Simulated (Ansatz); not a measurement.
# C₃H₉BO: a ladder of functionals and wavefunction methods

One table from this session's results is given with a row withheld; the runs are named, their logs left out.

Method: functionals in def2-TZVPP, the program's frozen cores in correlated methods; program: Ansatz 0.2.0, Gaussian basis.

Levels to be run: LDA (SPW92), PBE-D4, revPBE-D4, BLYP-D4, r2SCAN-D4, B97M-V, PBE0-D4, B3LYP-D4, r2SCANh-D4, r2SCAN0-D4, HSE06-D4, BHLYP-D4, CAM-B3LYP-D4, LC-ωPBE, ωB97X-V, ωB97M-V, B2PLYP, PBE-QIDH; CCSD(T)/def2-SVP; CCSD(T)/def2-TZVPP; MP2/def2-QZVPP; extrapolation to the limit; RPA on PBE.

## Structure used throughout

All runs share one geometry, relaxed beforehand with PBE0-D4 in a triple-zeta def2 set.

SMILES `CBOCC`, 14 atoms, charge 0, spin multiplicity 1.

Atoms are counted from 1 here; the program's logs count them from 0.

Bond lengths: C1–B2 1.561 Å, C1–H6 1.096 Å, C1–H7 1.096 Å, C1–H8 1.091 Å, B2–O3 1.347 Å, B2–H9 1.208 Å, O3–C4 1.418 Å, C4–C5 1.509 Å, C4–H10 1.096 Å, C4–H11 1.094 Å, C5–H12 1.093 Å, C5–H13 1.092 Å, C5–H14 1.092 Å. Angles: B2–C1–H6 110.2°, B2–C1–H7 110.2°, B2–C1–H8 113.4°, H6–C1–H7 105.4°, H6–C1–H8 108.7°, H7–C1–H8 108.7°, C1–B2–O3 119.7°, C1–B2–H9 121.9°, O3–B2–H9 118.4°, B2–O3–C4 122.3°, O3–C4–C5 110.3°, O3–C4–H10 109.7°, O3–C4–H11 107.2°, C5–C4–H10 111.0°, C5–C4–H11 110.5°, H10–C4–H11 108.1°, C4–C5–H12 110.2°, C4–C5–H13 110.6° and more.

As a file:

| atom | x (Å) | y (Å) | z (Å) |
| --- | --- | --- | --- |
| C1 | -1.7315 | -1.1331 | 1.4775 |
| B2 | -0.3641 | -0.8471 | 0.7814 |
| O3 | -0.3382 | -0.1897 | -0.3944 |
| C4 | 0.8736 | 0.1142 | -1.0657 |
| C5 | 1.0963 | 1.6066 | -1.0965 |
| H6 | -1.7428 | -0.6972 | 2.4828 |
| H7 | -1.8611 | -2.2109 | 1.6269 |
| H8 | -2.5891 | -0.7514 | 0.9206 |
| H9 | 0.6852 | -1.1998 | 1.2659 |
| H10 | 1.7074 | -0.3964 | -0.5712 |
| H11 | 0.7875 | -0.2810 | -2.0821 |
| H12 | 1.9996 | 1.8424 | -1.6642 |
| H13 | 0.2510 | 2.1122 | -1.5673 |
| H14 | 1.2133 | 2.0020 | -0.0850 |

Set-up of the first run:

Input file in.yaml:

```yaml
crystal:
  periodic: [false, false, false]
  atoms:
    - {symbol: C, position_ang: [-1.731485, -1.133069, 1.477503]}
    - {symbol: B, position_ang: [-0.364118, -0.847104, 0.781420]}
    - {symbol: O, position_ang: [-0.338185, -0.189727, -0.394416]}
    - {symbol: C, position_ang: [0.873618, 0.114187, -1.065655]}
    - {symbol: C, position_ang: [1.096269, 1.606567, -1.096484]}
    - {symbol: H, position_ang: [-1.742794, -0.697204, 2.482797]}
    - {symbol: H, position_ang: [-1.861121, -2.210864, 1.626863]}
    - {symbol: H, position_ang: [-2.589096, -0.751399, 0.920642]}
    - {symbol: H, position_ang: [0.685239, -1.199823, 1.265912]}
    - {symbol: H, position_ang: [1.707404, -0.396394, -0.571229]}
    - {symbol: H, position_ang: [0.787516, -0.281030, -2.082053]}
    - {symbol: H, position_ang: [1.999556, 1.842419, -1.664158]}
    - {symbol: H, position_ang: [0.251049, 2.112216, -1.567329]}
    - {symbol: H, position_ang: [1.213348, 2.002024, -0.085013]}
basis:
  gaussian: {orbitals: def2-TZVPP}
hamiltonian: {xc: lda}
output: {orbitals: {seedname: orbitals}}
```

Among the steps run: LDA; PBE-D4 (GGA); revPBE-D4 (GGA); BLYP-D4 (GGA); r2SCAN-D4 (meta-GGA); B97M-V (meta-GGA); PBE0-D4 (hybrid); B3LYP-D4 (hybrid); r2SCANh-D4 (hybrid); r2SCAN0-D4 (hybrid); HSE06-D4 (hybrid); BHLYP-D4 (hybrid); CAM-B3LYP-D4 (range-separated); LC-ωPBE-D4 (range-separated; the results give it without D4); ωB97X-V (range-separated); ωB97M-V (range-separated); B2PLYP (double hybrid); PBE-QIDH (double hybrid).

One of the session's tables, all rows but one given; the rest of the session is left out.

It belongs to the step «Frontier levels by functional». 

| functional | HOMO (eV) | gap (eV) |
| --- | --- | --- |
| LDA (SPW92) | -6.94 | 5.94 |
| PBE-D4 | -6.85 | 6.11 |
| revPBE-D4 | -6.80 | 6.17 |
| BLYP-D4 | ? | ? |
| r2SCAN-D4 | -7.15 | 6.81 |
| B97M-V | -7.29 | 6.86 |
| PBE0-D4 | -8.31 | 8.57 |
| B3LYP-D4 | -8.11 | 8.12 |
| r2SCANh-D4 | -7.70 | 7.70 |
| r2SCAN0-D4 | -8.52 | 9.01 |
| HSE06-D4 | -7.91 | 7.78 |
| BHLYP-D4 | -9.74 | 10.96 |
| CAM-B3LYP-D4 | -9.78 | 11.08 |
| LC-ωPBE | -11.12 | 13.64 |
| ωB97X-V | -10.79 | 13.17 |
| ωB97M-V | -10.67 | 12.74 |

**Question.** Estimate the row for BLYP-D4.

Worked estimate for «HOMO (eV)». Against the share of exact exchange, B3LYP-D4 (0.2, -8.11), BHLYP-D4 (0.5, -9.74) give a slope of -5.43 per unit share; at 0 the line stands at -7.02.

The run gave: HOMO (eV): -6.78; gap (eV): 6.17. In «HOMO (eV)» the line misses by -0.24.
